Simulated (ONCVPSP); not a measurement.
# Copper: generating and testing an ONCV potential

Do these settings give a usable potential? It is generated, then checked for transferability, scattering, ghosts and hardness.

The numbers are computed with ONCVPSP 4.0.1.1 (patched build) (PBE, scalar-relativistic, spin-unpolarised reference atom).

## Step 1: Starting point

The settings as typed:

```
element                 : copper (Cu, Z = 29)
type                    : optimised norm-conserving Vanderbilt (ONCV)
frozen core             : [Ne]
valence charge          : 19
reference configuration : 3s2 3p6 3d9 (charge +2)
partial waves           : 3s: rc 1.15 bohr, ncon 5, nbas 8, qcut 13.7 1/bohr, 2 projectors, debl 3.5 Ha; 3p: rc 1.15 bohr, ncon 3, nbas 7, qcut 13.2 1/bohr, 1 projector; 3d: rc 1.45 bohr, ncon 3, nbas 7, qcut 8.7 1/bohr, 1 projector; f scattering state at 0.26 Ha: rc 1.10 bohr, ncon 4, nbas 8, qcut 9.8 1/bohr, 3 projectors, debl 1.5 Ha
local potential         : polynomial inside 0.75 bohr (lpopt 5, dvloc0 3 Ha)
core correction         : Teter function, fcfact 2.75, rcfact 1.45
```

An earlier all-electron run gives the scale for the radii.

All-electron outer shells of the reference configuration (PBE, scalar-relativistic, ld1.x):

| shell | level (eV) | outermost node (bohr) | outermost maximum (bohr) |
| --- | --- | --- | --- |
| 3s | -140.29 | 0.29 | 0.61 |
| 3p | -97.62 | 0.26 | 0.62 |
| 3d | -29.63 | – | 0.60 |
| 4s | -22.35 | 0.88 | 1.95 |
| 4p | -15.35 | 0.95 | 2.36 |

## Step 2: Generation

File Cu.dat:

```
# ATOM AND REFERENCE CONFIGURATION
# atsym  z   nc   nv     iexc    psfile
  Cu 29.00    3    3        4      upf
#
#   n    l    f
    1    0    2.00
    2    0    2.00
    2    1    6.00
    3    0    2.00
    3    1    6.00
    3    2    9.00
#
# PSEUDOPOTENTIAL AND OPTIMIZATION
# lmax
    3
#
#   l,   rc,      ep,       ncon, nbas, qcut
    0    1.15    0.00    5    8   13.70
    1    1.15    0.00    3    7   13.20
    2    1.45    0.00    3    7    8.70
    3    1.10    0.26    4    8    9.80
#
# LOCAL POTENTIAL
# lloc, lpopt,  rc(5),   dvloc0
    4    5    0.75    3.00
#
# VANDERBILT-KLEINMAN-BYLANDER PROJECTORs
# l, nproj, debl
    0    2    3.50
    1    1    2.60
    2    1    0.40
    3    3    1.50
#
# MODEL CORE CHARGE
# icmod, fcfact, rcfact
    3    2.75    1.45
#
# LOG DERIVATIVE ANALYSIS
# epsh1, epsh2, depsh
   -7.00    5.00    0.04
#
# OUTPUT GRID
# rlmax, drl
    6.00    0.01
#
# TEST CONFIGURATIONS
# ncnf
    4
# nvcnf
#   n    l    f
    4
    3    0    2.00
    3    1    6.00
    3    2   10.00
    4    0    1.00
#
    3
    3    0    2.00
    3    1    6.00
    3    2   10.00
#
    3
    3    0    2.00
    3    1    6.00
    3    2    8.00
#
    4
    3    0    1.00
    3    1    6.00
    3    2   10.00
    4    0    1.00
#
```

On the command line:

```sh
$ oncvpsp.x < Cu.dat > Cu.out
```

Output in Cu.out (without the consistency checks and plot data):

```text
ONCVPSP  (Optimized Norm-Conservinng Vanderbilt PSeudopotential)
scalar-relativistic version 4.0.1.1, modified

#   n    l    f        energy (Ha)
    1    0    2.00    -3.2621756E+02
    2    0    2.00    -3.9990945E+01
    2    1    6.00    -3.4643423E+01
    3    0    2.00    -5.1554172E+00
    3    1    6.00    -3.5874390E+00
    3    2    9.00    -1.0888125E+00

Reference configufation results
  iterations    24
  all-electron total energy (Ha)   -1.65376575D+03

Begin loop to  construct optimized pseudo wave functions
and semi-local pseudopoentials for all angular momenta

WARNING wellstate: negative energy specified for n= 4 l=  0
WARNING scattering state with energy  0.25000000
WARNING will be used for the first projector

   Wellstate for l =  0  n =  5
     eigenvalue =   0.2500
     asymptotic potential =   0.7500
     half-point radius =  3.1049

Calculating optimized projector #   1

 for l=   0

    Fraction of norm inside rc  0.934471
    Optimizing pswf for qcut=  13.69 a_B^-1,  ecut=  93.64 Ha
    Residual kinetic energy error=  3.05D-07 Ha

    Energy error per electron        Cutoff
         Ha          eV             Ha
         0.01000     0.27211       49.84
         0.00100     0.02721       63.31
         0.00010     0.00272       73.80
         0.00001     0.00027       82.46

Calculating optimized projector #   2

 for l=   0

    Fraction of norm inside rc  0.029266
    Optimizing pswf for qcut=  13.69 a_B^-1,  ecut=  93.64 Ha
    Residual kinetic energy error=  6.65D-08 Ha

    Energy error per electron        Cutoff
         Ha          eV             Ha
         0.01000     0.27211       32.31
         0.00100     0.02721       50.75
         0.00010     0.00272       65.16
         0.00001     0.00027       76.21

Calculating optimized projector #   1

 for l=   1

    Fraction of norm inside rc  0.900100
    Optimizing pswf for qcut=  13.21 a_B^-1,  ecut=  87.28 Ha
    Residual kinetic energy error=  7.79D-09 Ha

    Energy error per electron        Cutoff
         Ha          eV             Ha
         0.01000     0.27211       36.74
         0.00100     0.02721       47.38
         0.00010     0.00272       56.67
         0.00001     0.00027       64.67

Calculating optimized projector #   1

 for l=   2

    Fraction of norm inside rc  0.862362
    Optimizing pswf for qcut=   8.70 a_B^-1,  ecut=  37.89 Ha
    Residual kinetic energy error=  5.07D-04 Ha

    Energy error per electron        Cutoff
         Ha          eV             Ha
         0.01000     0.27211       31.20
         0.00100     0.02721       36.09
         0.00010     0.00272       93.87

   Wellstate for l =  3  n =  4
     eigenvalue =   0.2600
     asymptotic potential =   0.7600
     half-point radius =  4.2946

   Wellstate for l =  3  n =  5
     eigenvalue =   1.7600
     asymptotic potential =   2.2600
     half-point radius =  3.3155

   Wellstate for l =  3  n =  6
     eigenvalue =   3.2600
     asymptotic potential =   3.7600
     half-point radius =  3.3374

Calculating optimized projector #   1

 for l=   3

    Fraction of norm inside rc  0.001793
    Optimizing pswf for qcut=   9.79 a_B^-1,  ecut=  47.94 Ha
    Residual kinetic energy error=  2.76D-06 Ha

    Energy error per electron        Cutoff
         Ha          eV             Ha
         0.01000     0.27211        3.99
         0.00100     0.02721       12.11
         0.00010     0.00272       27.08
         0.00001     0.00027       40.72

Calculating optimized projector #   2

 for l=   3

    Fraction of norm inside rc  0.019591
    Optimizing pswf for qcut=   9.79 a_B^-1,  ecut=  47.94 Ha
    Residual kinetic energy error=  5.46D-05 Ha

    Energy error per electron        Cutoff
         Ha          eV             Ha
         0.01000     0.27211       15.81
         0.00100     0.02721       31.52
         0.00010     0.00272       44.89
         0.00001     0.00027       71.10

Calculating optimized projector #   3

 for l=   3

    Fraction of norm inside rc  0.038208
    Optimizing pswf for qcut=   9.79 a_B^-1,  ecut=  47.94 Ha
    Residual kinetic energy error=  2.32D-04 Ha

    Energy error per electron        Cutoff
         Ha          eV             Ha
         0.01000     0.27211       24.25
         0.00100     0.02721       39.78
         0.00010     0.00272       52.47
         0.00001     0.00027       98.19

Construct Vanderbilt / Kleinmman-Bylander projectors

B matrix Hermiticity error, ll=   0
   1   2   -5.6442E-04

  Orthonormal projector coefficients  2.3523E+01  2.1539E+00

B matrix Hermiticity error, ll=   3
   1   2    2.2786E-06
   1   3   -7.3644E-06
   2   3    1.4020E-05

  Orthonormal projector coefficients -1.9465E+02 -7.0979E+00 -1.9611E+00

Model core correction analysis
  based on d2Exc/dn_idn_j

d2excae - all-electron derivatives

   -4.371149D-02   -4.057708D-02   -3.038287D-02
   -4.057726D-02   -3.901994D-02   -3.002906D-02
   -3.038322D-02   -3.002925D-02   -2.840040D-02

d2excps - pseudofunction derivatives with no core correction

   -4.750751D-02   -4.501824D-02   -2.862879D-02
   -4.501834D-02   -4.292468D-02   -2.851661D-02
   -2.862901D-02   -2.851670D-02   -2.941759D-02

rms 2nd derivative error    2.997552E-03

rmatch, rhocmatch    0.3715   54.5023

Teter function model core charge with specified parameters

d2excps - pseudofunction derivatives with core correction

   -4.325803D-02   -4.110756D-02   -2.806322D-02
   -4.110769D-02   -3.937581D-02   -2.795822D-02
   -2.806338D-02   -2.795827D-02   -2.939160D-02

rms 2nd derivative error    1.535405E-03

Pseudoatom total energy -186.363447

Diagnostic tests using Vanderbilt-Kleinman-Bylander pseudopotentials
  1 or more projectors used as specified by nproj input data

   l    rcore       rmatch      e in        delta e   norm test  slope test

   0   1.1508592   1.1858018  -5.1554172   0.0000149   1.0002281   1.0002177
   0   1.1508592   1.1858018   0.2500000   0.0000945   1.0003638   1.0003638

   1   1.1508592   1.1858018  -3.5874390  -0.0000126   0.9999912   1.0000024

   2   1.4532604   1.4973846  -1.0888125  -0.0001731   0.9999168   0.9997710

   3   1.1036626   1.1371722   0.2600000   0.0001097   1.0001010   1.0001010
   3   1.1036626   1.1371722   1.7600000   0.0001602   1.0001399   1.0001399
   3   1.1036626   1.1371722   3.2600000   0.0002006   1.0001987   1.0001987

 Testing for bound ghosts
   n   l    E NL Schr. Eq   E Basis Diag.   E Cutoff

   1   0       -5.155402       -5.155398    199.27

   2   1       -3.587452       -3.587417    117.52

   3   2       -1.088986       -1.088220     87.43

       3                       -2.654082    401.52  WARNING - GHOST(-)

 Testing for highly-localized positive-energy ghosts
       l    <radius>/rc     E Basis Diag.   E Cutoff

Test configuration 0

   n   l     f        eae           eps        diff
   1   0  2.0000 -326.21755518
   2   0  2.0000  -39.99094519
   2   1  6.0000  -34.64342349
   3   0  2.0000   -5.15541721   -5.15540233    1.49D-05
   3   1  6.0000   -3.58743895   -3.58745157   -1.26D-05
   3   2  9.0000   -1.08881248   -1.08898557   -1.73D-04

    Total energies and differences
      AE_ref= -1.65376575D+03  AE_tst= -1.65376575D+03  dif=  0.00D+00
      PS_ref= -1.86363447D+02  PS_tst= -1.86363447D+02  dif=  4.26D-13
      PSP excitation error= -4.26D-13

Test configuration 1

   n   l     f        eae           eps        diff
   1   0  2.0000 -325.27451999
   2   0  2.0000  -39.04522397
   2   1  6.0000  -33.69828223
   3   0  2.0000   -4.21529237   -4.21101832    4.27D-03
   3   1  6.0000   -2.65123870   -2.64707115    4.17D-03
   3   2 10.0000   -0.18516466   -0.18427555    8.89D-04
   4   0  1.0000   -0.16941097   -0.16905966    3.51D-04

    Total energies and differences
      AE_ref= -1.65376575D+03  AE_tst= -1.65484922D+03  dif= -1.08D+00
      PS_ref= -1.86363447D+02  PS_tst= -1.87446043D+02  dif= -1.08D+00
      PSP excitation error= -8.72D-04

Test configuration 2

   n   l     f        eae           eps        diff
   1   0  2.0000 -325.59186900
   2   0  2.0000  -39.35290449
   2   1  6.0000  -34.00678728
   3   0  2.0000   -4.53200588   -4.52650264    5.50D-03
   3   1  6.0000   -2.96913099   -2.96351355    5.62D-03
   3   2 10.0000   -0.50194273   -0.50112575    8.17D-04

    Total energies and differences
      AE_ref= -1.65376575D+03  AE_tst= -1.65454971D+03  dif= -7.84D-01
      PS_ref= -1.86363447D+02  PS_tst= -1.87147427D+02  dif= -7.84D-01
      PSP excitation error=  2.42D-05

Test configuration 3

   n   l     f        eae           eps        diff
   1   0  2.0000 -326.98917842
   2   0  2.0000  -40.78273461
   2   1  6.0000  -35.43330306
   3   0  2.0000   -5.90521701   -5.90772510   -2.51D-03
   3   1  6.0000   -4.32924979   -4.33224333   -2.99D-03
   3   2  8.0000   -1.79749025   -1.78988787    7.60D-03

    Total energies and differences
      AE_ref= -1.65376575D+03  AE_tst= -1.65233181D+03  dif=  1.43D+00
      PS_ref= -1.86363447D+02  PS_tst= -1.84931954D+02  dif=  1.43D+00
      PSP excitation error=  2.46D-03

Test configuration 4

   n   l     f        eae           eps        diff
   1   0  2.0000 -326.01798412
   2   0  2.0000  -39.67182479
   2   1  6.0000  -34.33460097
   3   0  1.0000   -4.80149043   -4.84073741   -3.92D-02
   3   1  6.0000   -3.23221452   -3.26729654   -3.51D-02
   3   2 10.0000   -0.72857784   -0.73333195   -4.75D-03
   4   0  1.0000   -0.50270276   -0.50239962    3.03D-04

    Total energies and differences
      AE_ref= -1.65376575D+03  AE_tst= -1.65035718D+03  dif=  3.41D+00
      PS_ref= -1.86363447D+02  PS_tst= -1.82936711D+02  dif=  3.43D+00
      PSP excitation error= -1.82D-02
```

It took 4.2 s on 1 thread of Intel Xeon Platinum 8559C, shared host.

The projector energies used in the s channel were -5.155, 0.250 Ha; the program set a typed value aside.

All-electron and pseudo partial waves u(r) = r·R(r), from the program's wave files:

```csv
r (bohr),3d AE,3d PS
0.072,0.0515,0.0037
0.145,0.2327,0.0291
0.217,0.4603,0.0921
0.290,0.6711,0.2021
0.362,0.8306,0.3531
0.435,0.9388,0.5358
0.507,0.9984,0.7248
0.580,1.0205,0.9018
0.652,1.0146,1.0410
0.725,0.9896,1.1318
0.798,0.9524,1.1665
0.870,0.9086,1.1485
0.942,0.8610,1.0889
1.015,0.8113,1.0003
1.088,0.7617,0.8987
1.160,0.7137,0.7992
1.232,0.6674,0.7104
1.305,0.6224,0.6374
1.378,0.5797,0.5819
1.450,0.5398,0.5399
1.522,0.5022,0.5022
1.595,0.4663,0.4664
1.668,0.4327,0.4327
1.740,0.4016,0.4017
1.812,0.3726,0.3726
1.885,0.3451,0.3451
```

Densities times 4π (e/bohr³); a dash where the program caps the true core:

```csv
r (bohr),pseudo valence,true core,model core
0.072,7.146,–,141.6
0.217,27.57,–,88.99
0.362,51.12,64.48,33.49
0.507,60.17,4.841,6.636
0.652,51.76,0.3431,0.4807
0.798,34.85,0.02342,0.000334
0.942,19.51,0.001681,0.002324
1.088,9.483,0.0001184,7.769e-06
1.232,4.469,8.836e-06,9.673e-05
1.378,2.243,5.945e-07,3.793e-06
1.522,1.259,6.385e-08,8.088e-06
1.668,0.7259,0,0
1.812,0.4332,0,0
```

## Step 3: The configuration tests of the same run

The tests as a table, with energies relative to 3s2 3p6 3d9.

| valence configuration | charge | ΔE all-electron (eV) | error AE − PS (meV) |
| --- | --- | --- | --- |
| 3s2 3p6 3d10 4s1 | 0 | -29.483 | -24 |
| 3s2 3p6 3d10 | +1 | -21.333 | +0.7 |
| 3s2 3p6 3d8 | +3 | 39.020 | +67 |
| 3s1 3p6 3d10 4s1 | +1 | 92.751 | -495 |

## Step 4: Scattering by logarithmic derivatives

Taken from the files of the generation run. The phase is arctan(r·R′/R) of the radial function R, unwrapped, with energies in Ha. A pole is an energy at which the radial function vanishes at the test radius. The pseudo phase is shifted by a multiple of π to meet the all-electron one at the reference energy. Levels narrower than the energy grid can be missing from the poles. The last column is the largest difference on the grid between −0.5 and +0.5 Ha.

| channel | radius (bohr) | reference (Ha) | poles AE | poles PS | window around the reference with phases within 0.05 rad (Ha) | largest difference near zero (rad) |
| --- | --- | --- | --- | --- | --- | --- |
| s | 1.16 | -5.16 | -4.25 | -4.25 | the whole range | 0.000 |
| p | 1.16 | -3.59 | -2.53 | -2.53 | below 2.0 | 0.010 |
| d | 1.47 | -1.09 | -0.60 | -0.57 | below 0.1 | 0.074 |
| f | 1.12 | 0.26 | none | -2.81 | above -2.8 | 0.000 |

Phases (rad) along the scan:

```csv
E (Ha),d AE,d PS,p AE,p PS
-6.96,1.335,1.335,1.099,1.098
-6.32,1.319,1.319,1.000,0.999
-5.68,1.299,1.300,0.815,0.813
-5.04,1.273,1.275,0.381,0.378
-4.40,1.239,1.242,-0.528,-0.530
-3.76,1.190,1.196,-1.174,-1.174
-3.12,1.112,1.121,-1.441,-1.441
-2.48,0.956,0.973,-1.579,-1.580
-1.84,0.465,0.500,-1.672,-1.673
-1.20,-1.021,-1.020,-1.747,-1.749
-0.56,-1.589,-1.577,-1.819,-1.823
0.08,-1.823,-1.778,-1.897,-1.904
0.72,-2.053,-1.934,-1.992,-2.006
1.36,-2.456,-2.128,-2.124,-2.148
2.00,-3.263,-2.449,-2.323,-2.371
2.64,-3.973,-3.017,-2.644,-2.739
3.28,-4.290,-3.667,-3.123,-3.264
3.92,-4.445,-4.066,-3.621,-3.748
4.56,-4.537,-4.277,-3.968,-4.059
```

## Step 5: Plane-wave cutoff and ghosts

Read off the output, the cutoffs (Ha) at which the residual kinetic energy of the hardest occupied pseudo-wave falls to 1 and 0.1 mHa per electron: 63 Ha and 94 Ha.

The program's own ghost test: GHOST(-) flagged for f at -72.2 eV; no localised positive-energy state flagged.

Cutoff (Ha) at which the first wave of each channel reaches a given error (Ha per electron):

```csv
error,s,p,d,f
1.0e-02,49.8,36.7,31.2,4.0
3.2e-03,57.0,42.3,33.6,7.0
1.0e-03,63.3,47.4,36.1,12.1
3.2e-04,69.0,52.0,46.8,19.3
1.0e-04,73.8,56.7,93.9,27.1
3.2e-05,78.7,60.9,131.9,34.2
```

## Step 6: Summary of results

```
                                                quantity                           value
  cutoffs for 1 and 0.1 mHa per electron, occupied waves                 63 Ha and 94 Ha
                                            bound ghosts                  f at -72.22 eV
                                          GHOST(+) flags              none at low energy
                            largest test error (AE − PS)  -495 meV, for 3s1 3p6 3d10 4s1
largest phase difference near zero energy, channels read                       0.074 rad
 rms error of d²Exc/dn², without and with the model core               3.00 and 1.54 mHa
                 projector energies reset by the program             s: -5.155, 0.250 Ha
```

What this shows: It has a bound ghost (f), a state that the atom doesn't have, and that rules the file out. By total energies transferability is poor: the largest error is 495 meV on 92.8 eV, for 3s1 3p6 3d10 4s1. That test lies far up in energy; among those under 40 eV, nearer to bonding, the largest error is 67 meV. The potential is hard: the looser tolerance needs 63 Ha. At the looser tolerance the 3s wave is the slowest; 3p needs 47 Ha. Of the channels read, d scatters worst near zero energy, by up to 0.07 rad (at the energies tabulated). The pseudo curves have a pole with no partner nearby in the atom's: f at -2.81 Ha. These are tests on the free atom; a crystal test is still owed.
